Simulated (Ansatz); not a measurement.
**GeH5 (doublet): wave-function methods side by side at distance Ge1–H5 along a hydrogen transfer = 1.627 Å, cc-pVTZ**

One table from this session's results is given with a row withheld; the runs are named, their logs left out.

Computed with Ansatz 0.2.0, Gaussian basis. Level: cc-pVTZ, core rule «outside noble gas», up to 14 orbitals frozen.

To be run: UHF; CCSD(T) on ROHF; CCSD(T) on UHF; BCCD(T) on ROHF; CCSDT(Q) on ROHF; CCSDT(Q) on UHF; CASSCF and NEVPT2, 3 electrons in 3 orbitals; CASSCF and NEVPT2, 9 electrons in 9 orbitals.

## What is computed

The geometry derives from fragments relaxed apart (PBE0/def2-TZVP) and kept rigid, so it is no stationary point. A hydrogen atom is moved between rigid fragments. No spin-orbit coupling is included. The filled d shell of Ge may be among the frozen orbitals whatever the setting's name suggests; the logs give the count.

6 atoms, charge 0, spin multiplicity 2.

Atoms are counted from 1 here; the program's logs count them from 0.

Bond lengths: Ge1–H2 1.534 Å, Ge1–H3 1.534 Å, Ge1–H4 1.534 Å, Ge1–H5 1.627 Å. Angles: H2–Ge1–H3 109.5°, H2–Ge1–H4 109.5°, H2–Ge1–H5 109.5°, H3–Ge1–H4 109.5°, H3–Ge1–H5 109.5°, H4–Ge1–H5 109.5°.

The first run:

File in.yaml:

```yaml
crystal:
  periodic: [false, false, false]
  atoms:
    - {symbol: Ge, position_ang: [-0.039195, 0.000000, 0.000000]}
    - {symbol: H, position_ang: [-0.550645, 1.446599, 0.000000]}
    - {symbol: H, position_ang: [-0.550645, -0.723300, 1.252791]}
    - {symbol: H, position_ang: [-0.550645, -0.723299, -1.252792]}
    - {symbol: H, position_ang: [1.587805, 0.000000, 0.000000]}
    - {symbol: H, position_ang: [2.888805, 0.000000, 0.000000]}
basis:
  gaussian: {orbitals: cc-pVTZ}
magnetization: {spin_polarized: true, initial_magnetization: 1}
hamiltonian: {xc: hf}
output: {orbitals: {seedname: orbitals}}
```

Started as:

```console
$ ansatz run in.yaml --threads 1 --pin off --events-out ev --progress --plain --max-ram 2816MiB --backend cpu
```

Among the steps run: UHF; CCSD(T) on ROHF; CCSD(T) on UHF; BCCD(T) on ROHF; CCSDT(Q) on ROHF; CCSDT(Q) on UHF; CASSCF and NEVPT2, 3 electrons in 3 orbitals; CASSCF and NEVPT2, 9 electrons in 9 orbitals.

One table of the session follows, with a row left open; its other results are not shown here.

| method | from UCCSDT(Q) (meV) |
| --- | --- |
| ROHF | +5045.3 |
| UHF | +4948.5 |
| RMP2 | +1011.7 |
| UMP2 | +996.9 |
| RCCSD | +142.8 |
| UCCSD | +140.0 |
| RCCSD(T) | +26.1 |
| UCCSD(T) | ? |
| BCCD(T) | +25.2 |
| RCCSDT | +4.0 |
| UCCSDT | +3.2 |
| RCCSDT(Q) | +0.9 |
| UCCSDT(Q) | 0 |
| CASSCF pair | +4571.2 |
| NEVPT2 pair | +987.9 |
| CASSCF valence | +3343.9 |
| NEVPT2 valence | +945.2 |

**Question.** Estimate the row for UCCSD(T).

As computed: from UCCSDT(Q) (meV): +25.4. In the column «from UCCSDT(Q) (meV)» it lies between BCCD(T) (+25.2) and RCCSD(T) (+26.1).

Limits of these values: Restricted and unrestricted rows rest on different reference determinants; where their highest levels disagree by more than a few hundredths of an eV, they describe different states and don't form one ladder.
